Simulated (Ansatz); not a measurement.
## Sn, space group Im-3m: an equation of state with a fit, step by step

With the Ansatz DFT code, driven from Python.

At the Python prompt:
```pycon
>>> import ansatz as az
>>> import numpy as np
>>> from pymatgen.analysis.eos import EOS
>>> FUNCTIONAL = "lda"
>>> ECUT = 510
>>> FILLING = "fermi_dirac"
>>> WIDTH_EV = 0.05
>>> KGRID = (11, 11, 11)
>>> VECTORS = np.array([
...     [-1.894652, 1.894652, 1.894652],
...     [1.894652, -1.894652, 1.894652],
...     [1.894652, 1.894652, -1.894652],
... ])
>>> SITES = [
...     ("Sn", [0.0, 0.0, 0.0]),
... ]
>>> def on_lattice(cell):
...     crystal = az.Crystal(lattice=az.Lattice.of(cell))
...     for symbol, position in SITES:
...         crystal = crystal.atom(symbol, position)
...     return crystal
...
>>> volumes, energies, pressures = [], [], []
>>> for scale in np.linspace(0.92, 1.08, 7):
...     cell = VECTORS * scale ** (1 / 3)
...     setup = on_lattice(cell).calculation()
...     setup = setup.functional(FUNCTIONAL)
...     setup = setup.basis(ECUT).occupations(FILLING, width=WIDTH_EV)
...     setup = setup.kpoints(*KGRID)
...     setup = setup.stress()
...     data = setup.run(threads=1, backend="cpu").report
...     volumes.append(abs(np.linalg.det(cell)) / len(SITES))
...     energies.append(data["free_energy_ev"] / len(SITES))
...     pressures.append(np.trace(data["stress_gpa"]) / 3)
...     print(f"V = {volumes[-1]:8.4f} A^3/atom  F = {energies[-1]:.5f} eV/atom  P = {pressures[-1]:8.3f} GPa")
...
V =  25.0286 A^3/atom  F = -5879.47969 eV/atom  P =    1.516 GPa
V =  25.7540 A^3/atom  F = -5879.48244 eV/atom  P =   -0.248 GPa
V =  26.4795 A^3/atom  F = -5879.47786 eV/atom  P =   -1.734 GPa
V =  27.2050 A^3/atom  F = -5879.46707 eV/atom  P =   -2.996 GPa
V =  27.9304 A^3/atom  F = -5879.45099 eV/atom  P =   -4.077 GPa
V =  28.6559 A^3/atom  F = -5879.43038 eV/atom  P =   -5.006 GPa
V =  29.3814 A^3/atom  F = -5879.40587 eV/atom  P =   -5.796 GPa
>>> for form in ["birch_murnaghan"]:
...     fit = EOS(eos_name=form).fit(volumes, energies)
...     print(f"{form:18s} V0 {fit.v0:8.4f} A^3/atom  B0 {fit.b0_GPa:7.1f} GPa  B1 {fit.b1:5.2f}")
...
birch_murnaghan    V0  25.6450 A^3/atom  B0    58.2 GPa  B1  4.61
```

A third-order Birch-Murnaghan fit through the 7 points has its minimum at 25.65 Å³ an atom, 5.7 % below the typed cell, with a bulk modulus of 58 GPa and dB/dP = 4.6. From that minimum the energy rises by 2.8 meV an atom on the compressed side and 76.6 meV on the expanded side. The window is off centre, so dB/dP is rough.

Absolute energies stand on the zero of these potentials, so only differences at equal settings mean something. For a metal this k-point mesh is coarse: on a finer one energies can move by several to tens of meV an atom and pressures by half a GPa or more, differences at one mesh by less. Pressure is positive in compression. This isn't the structure that Sn takes at ambient conditions. It ran for 11 s on 1 thread of Arm Neoverse V1, with other jobs on the host, peak memory 0.44 GiB.
